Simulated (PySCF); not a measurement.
**AsBr: bond curves at several levels of theory**

The task here is to estimate one member of a computed series from the others.

Computed with PySCF 2.14.0. Level: As def2-TZVPPD, Br def2-TZVPPD, no relativity.

Set-up of the first run:

The job is set up so:

| Property | Result |
| --- | --- |
| atoms | As, Br |
| charge | 0 |
| basis | As def2-TZVPPD, Br def2-TZVPPD |
| Hamiltonian | no relativity |
| basis functions | 111 |
| electrons treated | 68 |
| masses in u | 74.9216, 78.9183 |
| levels | PBE0, PBE, r²SCAN, TPSS, LDA, B97-3, r²SCAN0, TPSSh, ωB97X-V, HF, MP2, SCS-MP2 |
| grid | 80 radial by 434 angular points |
| occupations | held fixed by the projection of orbital angular momentum |
| dissociation limit | As + Br, each in its ground configuration |
| starting distance in angstrom | 2.290 |
| values of 2S to try | 0, 2, 4 |

Started as:

```sh
$ OMP_NUM_THREADS=2 python dia.py task.json out
```

Among the steps run: Set-up; PBE0 along the bond; Other states along the same grid; PBE (GGA); r²SCAN; TPSS; LDA (local density); B97-3; r²SCAN0; TPSSh (hybrid meta-GGA); ωB97X-V (range-separated hybrid); UHF (mean field).

One table of the session follows, with a row left open; its other results are not shown here.

Energy (eV) from each level's lowest point:

| R (Å) | UHF | UHF-MP2 | UHF-SCS-MP2 | LDA | PBE |
| --- | --- | --- | --- | --- | --- |
| 1.981 | 1.313 | 1.124 | 1.186 | 1.000 | 1.224 |
| 2.074 | ? | ? | ? | ? | ? |
| 2.166 | 0.204 | 0.136 | 0.160 | 0.102 | 0.184 |
| 2.235 | 0.055 | 0.023 | 0.035 | 0.009 | 0.048 |
| 2.304 | 0.000 | 0.000 | 0.000 | 0.000 | 0.000 |
| 2.373 | 0.016 | 0.043 | 0.032 | 0.054 | 0.018 |
| 2.465 | 0.116 | 0.173 | 0.149 | 0.195 | 0.117 |
| 2.580 | 0.326 | 0.414 | 0.377 | 0.442 | 0.319 |
| 2.719 | 0.626 | 0.817 | 0.783 | 0.794 | 0.623 |
| 2.903 | 0.940 | 1.461 | 1.438 | 1.286 | 1.062 |

**Question.** Estimate the row for R (Å) = 2.074.

Worked estimate for «UHF». A straight line through the neighbours (1.981, 1.313) and (2.166, 0.204) gives 1.313 + (0.204 − 1.313) × (2.074 − 1.981) / (2.166 − 1.981) = 0.756; a parabola fitted to 3 rows on both sides gives 0.626.

**Answer.** UHF: 0.601; UHF-MP2: 0.476; UHF-SCS-MP2: 0.519; LDA: 0.406; PBE: 0.554. In «UHF» the line misses by +0.155 and the parabola by +0.025.
